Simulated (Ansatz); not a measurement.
# AlH5Se: a ladder of functionals and wavefunction methods

An exercise on one series of results from a longer session: the logs are not shown, and one member is left open.

The runs use Ansatz 0.2.0, Gaussian basis; functionals in def2-TZVPP, the program's frozen cores in correlated methods.

Plan: LDA (SPW92), PBE-D4, revPBE-D4, BLYP-D4, r2SCAN-D4, B97M-V, PBE0-D4, B3LYP-D4, r2SCANh-D4, r2SCAN0-D4, HSE06-D4, BHLYP-D4, CAM-B3LYP-D4, LC-ωPBE, ωB97X-V, ωB97M-V, B2PLYP, PBE-QIDH; CCSD(T)/def2-SVP; CCSD(T)/def2-TZVPP; MP2/def2-QZVPP; extrapolation to the limit; RPA on PBE.

## The relaxed structure

All runs share one geometry, relaxed beforehand with PBE0-D4 in a triple-zeta def2 set.

SMILES `[AlH3-][SeH2+]`, 7 atoms, charge 0, spin multiplicity 1.

Atoms are counted from 1 here; the program's logs count them from 0.

Bond lengths: Al1–Se2 2.668 Å, Al1–H3 1.596 Å, Al1–H4 1.596 Å, Al1–H5 1.595 Å, Se2–H6 1.469 Å, Se2–H7 1.469 Å. Angles: Se2–Al1–H3 94.9°, Se2–Al1–H4 94.8°, Se2–Al1–H5 99.4°, H3–Al1–H4 118.8°, H3–Al1–H5 118.8°, H4–Al1–H5 118.8°, Al1–Se2–H6 97.2°, Al1–Se2–H7 97.1°, H6–Se2–H7 91.6°.

Coordinates:

```xyz
7
AlH5Se
Al   -0.74417   -0.59197   -0.66056
Se    0.80492    0.31879    1.31095
H    -0.12086   -2.06117   -0.65712
H    -2.11459   -0.33630    0.11643
H    -0.31744    0.42035   -1.81723
H     2.04490    0.43620    0.53195
H     0.50844    1.74619    1.12988
```

The first run:

in.yaml

```yaml
crystal:
  periodic: [false, false, false]
  atoms:
    - {symbol: Al, position_ang: [-0.744171, -0.591968, -0.660555]}
    - {symbol: Se, position_ang: [0.804922, 0.318788, 1.310951]}
    - {symbol: H, position_ang: [-0.120860, -2.061166, -0.657125]}
    - {symbol: H, position_ang: [-2.114594, -0.336296, 0.116433]}
    - {symbol: H, position_ang: [-0.317440, 0.420355, -1.817225]}
    - {symbol: H, position_ang: [2.044905, 0.436197, 0.531947]}
    - {symbol: H, position_ang: [0.508438, 1.746189, 1.129876]}
basis:
  gaussian: {orbitals: def2-TZVPP}
hamiltonian: {xc: lda}
output: {orbitals: {seedname: orbitals}}
```

Steps of the session up to this table: LDA; PBE-D4 (GGA); revPBE-D4 (GGA); BLYP-D4 (GGA); r2SCAN-D4 (meta-GGA); B97M-V (meta-GGA); PBE0-D4 (hybrid); B3LYP-D4 (hybrid); r2SCANh-D4 (hybrid); r2SCAN0-D4 (hybrid); HSE06-D4 (hybrid); BHLYP-D4 (hybrid); CAM-B3LYP-D4 (range-separated); LC-ωPBE-D4 (range-separated; the results give it without D4); ωB97X-V (range-separated); ωB97M-V (range-separated); B2PLYP (double hybrid); PBE-QIDH (double hybrid).

One of the session's tables, all rows but one given; the rest of the session is left out.

It belongs to the step «Orbital energies across the functionals». 

```
  functional  HOMO (eV)  gap (eV)
 LDA (SPW92)      -6.60      4.65
      PBE-D4      -6.56      4.71
   revPBE-D4          ?         ?
     BLYP-D4      -6.48      4.70
   r2SCAN-D4      -6.87      5.26
      B97M-V      -6.97      5.27
     PBE0-D4      -7.82      6.89
    B3LYP-D4      -7.64      6.45
  r2SCANh-D4      -7.33      6.06
  r2SCAN0-D4      -8.02      7.25
    HSE06-D4      -7.41      6.11
    BHLYP-D4      -9.04      9.05
CAM-B3LYP-D4      -9.24      9.41
     LC-ωPBE     -10.64     12.03
     ωB97X-V     -10.29     11.51
     ωB97M-V     -10.07     11.11
```

Q: Estimate the row for revPBE-D4 from the others.

As computed: HOMO (eV): -6.53; gap (eV): 4.73. In the column «HOMO (eV)» it lies between PBE-D4 (-6.56) and BLYP-D4 (-6.48).
